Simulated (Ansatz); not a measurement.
# C₇H₉N: vertical ionisation energy

An exercise on one series of results from a longer session: the logs are not shown, and one member is left open.

Method: unrestricted cation, the program's frozen cores in correlated methods; program: Ansatz 0.2.0, Gaussian basis.

The runs, in order: UKS PBE-D4/def2-TZVPP; UKS r2SCAN-D4/def2-TZVPP; UKS PBE0-D4/def2-TZVPP; UKS B3LYP-D4/def2-TZVPP; UKS wB97X-V/def2-TZVPP; UKS wB97M-V/def2-TZVPP; UKS B2PLYP/def2-TZVPP; UHF-CCSD(T)/def2-TZVPP; UHF-MP2/def2-QZVPP; extrapolation to the limit; then −ε(HOMO) from the neutral's earlier runs with LDA (SPW92), PBE-D4, revPBE-D4, BLYP-D4, r2SCAN-D4, B97M-V, PBE0-D4, B3LYP-D4, r2SCANh-D4, r2SCAN0-D4, HSE06-D4, BHLYP-D4, CAM-B3LYP-D4, LC-ωPBE, ωB97X-V, ωB97M-V.

## The relaxed structure

All runs share one geometry, relaxed beforehand with PBE0-D4 in a triple-zeta def2 set.

17 atoms, charge 0, spin multiplicity 1.

Atoms are counted from 1 here; the program's logs count them from 0.

Bond lengths: N1–C2 1.150 Å, C2–C3 1.463 Å, C3–C4 1.509 Å, C3–C8 1.534 Å, C3–H9 1.096 Å, C4–C5 1.327 Å, C4–H10 1.085 Å, C5–C6 1.494 Å, C5–H11 1.086 Å, C6–C7 1.522 Å, C6–H12 1.095 Å, C6–H13 1.098 Å, C7–C8 1.519 Å, C7–H14 1.095 Å, C7–H15 1.092 Å, C8–H16 1.092 Å, C8–H17 1.095 Å. Angles: N1–C2–C3 179.2°, C2–C3–C4 110.1°, C2–C3–C8 111.0°, C2–C3–H9 106.1°, C4–C3–C8 111.6°, C4–C3–H9 108.7°, C8–C3–H9 109.1°, C3–C4–C5 122.7°, C3–C4–H10 116.7°, C5–C4–H10 120.6°, C4–C5–C6 124.2°, C4–C5–H11 118.6°, C6–C5–H11 117.2°, C5–C6–C7 112.3°, C5–C6–H12 109.2°, C5–C6–H13 108.9°, C7–C6–H12 110.4°, C7–C6–H13 110.4° and more.

As a file:

```xyz
17
charge 0, multiplicity 1
N     0.64106   -2.41240    2.14025
C     0.85710   -1.47549    1.50913
C     1.11234   -0.28007    0.70598
C     1.13945   -0.63596   -0.76045
C     0.17925   -0.27640   -1.60250
C    -1.05367    0.46703   -1.20186
C    -1.23792    0.50745    0.30811
C     0.07822    0.81302    1.00164
H     2.10601    0.07806    0.99994
H     1.99427   -1.20554   -1.10882
H     0.28377   -0.53559   -2.65233
H    -1.92407    0.00630   -1.67995
H    -1.00270    1.48591   -1.60890
H    -1.60945   -0.46131    0.65885
H    -1.99101    1.25077    0.57963
H    -0.05564    0.91410    2.08037
H     0.48298    1.76011    0.63091
```

Set-up of the first run:

The input, in.yaml:

```yaml
crystal:
  periodic: [false, false, false]
  atoms:
    - {symbol: N, position_ang: [0.641059, -2.412398, 2.140252]}
    - {symbol: C, position_ang: [0.857104, -1.475487, 1.509129]}
    - {symbol: C, position_ang: [1.112342, -0.280065, 0.705982]}
    - {symbol: C, position_ang: [1.139446, -0.635964, -0.760448]}
    - {symbol: C, position_ang: [0.179248, -0.276396, -1.602501]}
    - {symbol: C, position_ang: [-1.053667, 0.467029, -1.201859]}
    - {symbol: C, position_ang: [-1.237916, 0.507455, 0.308110]}
    - {symbol: C, position_ang: [0.078216, 0.813016, 1.001637]}
    - {symbol: H, position_ang: [2.106006, 0.078061, 0.999941]}
    - {symbol: H, position_ang: [1.994273, -1.205542, -1.108825]}
    - {symbol: H, position_ang: [0.283770, -0.535588, -2.652330]}
    - {symbol: H, position_ang: [-1.924071, 0.006302, -1.679953]}
    - {symbol: H, position_ang: [-1.002699, 1.485906, -1.608903]}
    - {symbol: H, position_ang: [-1.609448, -0.461311, 0.658849]}
    - {symbol: H, position_ang: [-1.991009, 1.250769, 0.579627]}
    - {symbol: H, position_ang: [-0.055637, 0.914103, 2.080370]}
    - {symbol: H, position_ang: [0.482984, 1.760111, 0.630913]}
basis:
  gaussian: {orbitals: def2-TZVPP}
total_charge: 1
magnetization: {spin_polarized: true, initial_magnetization: 1}
hamiltonian: {xc: pbe, dispersion: d4}
```

The run is started by

```sh
ansatz run in.yaml --threads 2 --pin off --events-out ev --progress --plain --max-ram 20480MiB --backend cuda --devices 0, --max-vram 18GiB
```

Among the steps run: Cation, UKS PBE-D4/def2-TZVPP; Cation, UKS r2SCAN-D4/def2-TZVPP; Cation, UKS PBE0-D4/def2-TZVPP; Cation, UKS B3LYP-D4/def2-TZVPP; Cation, UKS wB97X-V/def2-TZVPP; Cation, UKS wB97M-V/def2-TZVPP; Cation, UKS B2PLYP (frozen core)/def2-TZVPP; Cation, UHF-CCSD(T)/def2-TZVPP; Cation, UHF-MP2/def2-QZVPP.

One of the session's tables, all rows but one given; the rest of the session is left out.

It belongs to the step «Ionisation energies side by side». Orbital estimates, from the neutral's runs:

| functional | −ε(HOMO) (eV) |
| --- | --- |
| LDA (SPW92) | 6.68 |
| PBE-D4 | 6.52 |
| revPBE-D4 | 6.45 |
| BLYP-D4 | 6.37 |
| r2SCAN-D4 | 6.73 |
| B97M-V | 6.74 |
| PBE0-D4 | 7.66 |
| B3LYP-D4 | 7.44 |
| r2SCANh-D4 | 7.16 |
| r2SCAN0-D4 | 7.80 |
| HSE06-D4 | ? |
| BHLYP-D4 | 8.65 |
| CAM-B3LYP-D4 | 8.99 |
| LC-ωPBE | 10.39 |
| ωB97X-V | 10.00 |
| ωB97M-V | 9.90 |

Estimate the missing values for HSE06-D4.

As computed: −ε(HOMO) (eV): 7.26. In the column «−ε(HOMO) (eV)» it lies between r2SCANh-D4 (7.16) and B3LYP-D4 (7.44).
